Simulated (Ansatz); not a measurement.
# CH₅ClGeS: small, medium and large basis sets

An exercise on one series of results from a longer session: the logs are not shown, and one member is left open.

The runs use Ansatz 0.2.0, Gaussian basis; one geometry, several basis sets.

The runs, in order: PBE0-D4/def2-SVP; ωB97M-V/def2-SVP; PBE0-D4/def2-QZVPP; ωB97M-V/def2-QZVPP; the functionals' def2-TZVPP values are taken from earlier runs.

## Structure used throughout

The geometry comes from an earlier relaxation with PBE0-D4 in a triple-zeta def2 set; it is a stationary point, not always the lowest conformer.

SMILES `C[S][GeH2][Cl]`, 9 atoms, charge 0, spin multiplicity 1.

Atoms are counted from 1 here; the program's logs count them from 0.

Bond lengths: C1–S2 1.815 Å, C1–H5 1.089 Å, C1–H6 1.090 Å, C1–H7 1.090 Å, S2–Ge3 2.193 Å, Ge3–Cl4 2.164 Å, Ge3–H8 1.531 Å, Ge3–H9 1.535 Å. Angles: S2–C1–H5 110.8°, S2–C1–H6 111.3°, S2–C1–H7 106.4°, H5–C1–H6 110.2°, H5–C1–H7 109.0°, H6–C1–H7 109.0°, C1–S2–Ge3 99.2°, S2–Ge3–Cl4 109.8°, S2–Ge3–H8 108.5°, S2–Ge3–H9 111.5°, Cl4–Ge3–H8 108.0°, Cl4–Ge3–H9 104.8°, H8–Ge3–H9 114.1°.

Geometry (Å):

```xyz
9

C    -0.0581    1.2493   -0.9164
S     1.3112    0.1402   -0.4824
Ge    0.2730   -1.1530    0.9526
Cl   -1.3371   -2.2050   -0.0393
H    -0.8788    0.6918   -1.3663
H    -0.4104    1.8028   -0.0460
H     0.3363    1.9539   -1.6481
H     1.2660   -2.1940    1.4753
H    -0.4137   -0.3322    2.0534
```

Set-up of the first run:

The input, in.yaml:

```yaml
crystal:
  periodic: [false, false, false]
  atoms:
    - {symbol: C, position_ang: [-0.058060, 1.249306, -0.916368]}
    - {symbol: S, position_ang: [1.311200, 0.140235, -0.482433]}
    - {symbol: Ge, position_ang: [0.273017, -1.152966, 0.952557]}
    - {symbol: Cl, position_ang: [-1.337069, -2.205039, -0.039296]}
    - {symbol: H, position_ang: [-0.878815, 0.691768, -1.366302]}
    - {symbol: H, position_ang: [-0.410425, 1.802751, -0.045985]}
    - {symbol: H, position_ang: [0.336318, 1.953879, -1.648100]}
    - {symbol: H, position_ang: [1.265958, -2.194016, 1.475302]}
    - {symbol: H, position_ang: [-0.413723, -0.332217, 2.053426]}
basis:
  gaussian: {orbitals: def2-SVP}
hamiltonian: {xc: pbe0, dispersion: d4}
output: {orbitals: {seedname: orbitals}}
```

Among the steps run: PBE0-D4 in def2-SVP; ωB97M-V in def2-SVP; PBE0-D4 in def2-QZVPP; ωB97M-V in def2-QZVPP.

One of the session's tables, all rows but one given; the rest of the session is left out.

```
functional       basis  HOMO (eV)  LUMO (eV)
   PBE0-D4    def2-SVP      -7.14      -0.13
   PBE0-D4  def2-TZVPP          ?          ?
   PBE0-D4  def2-QZVPP      -7.25      -0.61
   ωB97M-V    def2-SVP      -9.28       1.93
   ωB97M-V  def2-TZVPP      -9.41       1.46
   ωB97M-V  def2-QZVPP      -9.44       1.14
```

Q: Estimate the row for PBE0-D4, def2-TZVPP from the others.

The run gave: HOMO (eV): -7.22; LUMO (eV): -0.47. In the column «HOMO (eV)» it lies between PBE0-D4, def2-QZVPP (-7.25) and PBE0-D4, def2-SVP (-7.14).
